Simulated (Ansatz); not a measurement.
# TiPd: a tetragonal deformation path

The task here is to estimate one member of a computed series from the others.

Program: Ansatz 0.2.0. Level of theory: DFT PBEsol, scalar-relativistic, plane waves, PAW. These are calculated values, not measurements.

**The structure to begin with**

It takes space group Pm-3m (No. 221, cubic). Conventional cell: a = 3.180 Å, b = 3.180 Å, c = 3.180 Å, α = 90.00°, β = 90.00°, γ = 90.00°. Ti (site symmetry m-3m) is surrounded by 8 Pd at 2.75 Å. Pd (site symmetry m-3m) has 8 Ti at 2.75 Å in its first shell of neighbours.

Coordinates:

```
Ti Pd
1.0
     3.18000    0.00000    0.00000
     0.00000    3.18000    0.00000
     0.00000    0.00000    3.18000
Ti Pd
1 1
Cartesian
  1.5900 1.5900 1.5900
  0.0000 0.0000 0.0000
```

The cell is taken as given, not relaxed at this level.

The first run:

input.yaml

```yaml
crystal:
  lattice:
    - [3.18, 0.0, 0.0]
    - [0.0, 3.18, 0.0]
    - [0.0, 0.0, 3.18]
  atoms:
    - { symbol: Ti, position: [0.5, 0.5, 0.5] }
    - { symbol: Pd, position: [0.0, 0.0, 0.0] }
basis:
  ecutwfc: 420
kpoints:
  mp_grid: { grid: [16, 16, 16] }
hamiltonian:
  xc: pbesol
scf:
  occupations: { method: gaussian, width: 0.15 }
output:
  forces: true
  stress: true
  eigenvalues: true
```

Run with:

```console
ansatz run input.yaml --threads 1 --pin off --max-ram 2560MiB --backend cpu --events-out ev --progress --plain --runs-dir out
```

Among the steps run: The reference: the undisturbed cell on the scan's mesh; At ρ = 0.707; ρ = 1.414; At ρ = 0.850; ρ = 1.200; At ρ = 0.780; ρ = 1.300; ρ = 0.920; Point ρ = 1.100; ρ = 0.650; Point ρ = 1.500; ρ = 0.960; At ρ = 1.050.

One of the session's tables, all rows but one given; the rest of the session is left out.

It belongs to the step «The scan collected». The scan, with free energies counted from the undisturbed cell:

| ρ | ΔE (meV/atom) | pressure (GPa) |
| --- | --- | --- |
| 0.650 | 420.1 | 3.2 |
| 0.707 | 150.6 | -3.2 |
| 0.780 | -1.5 | -7.0 |
| 0.850 | ? | ? |
| 0.920 | -8.1 | -7.3 |
| 0.960 | -2.3 | -7.0 |
| 1.000 | 0.0 | -6.9 |
| 1.050 | -2.4 | -7.1 |
| 1.100 | -8.3 | -7.4 |
| 1.200 | -29.0 | -8.7 |
| 1.300 | -52.4 | -10.1 |
| 1.414 | -52.4 | -11.0 |
| 1.500 | -22.9 | -11.0 |

Estimate the missing values for ρ = 0.850.

Worked estimate for «ΔE (meV/atom)». A straight line through the neighbours (0.780, -1.5) and (0.920, -8.1) gives -1.5 + (-8.1 + 1.5) × (0.850 − 0.780) / (0.920 − 0.780) = -4.8; a parabola fitted to 4 rows on both sides gives -43.5.

The run gave: ΔE (meV/atom): -23.2; pressure (GPa): -7.7. In «ΔE (meV/atom)» the line misses by +18.4 and the parabola by -20.3. Between these rows the values bend or scatter more than so simple an estimate can follow.
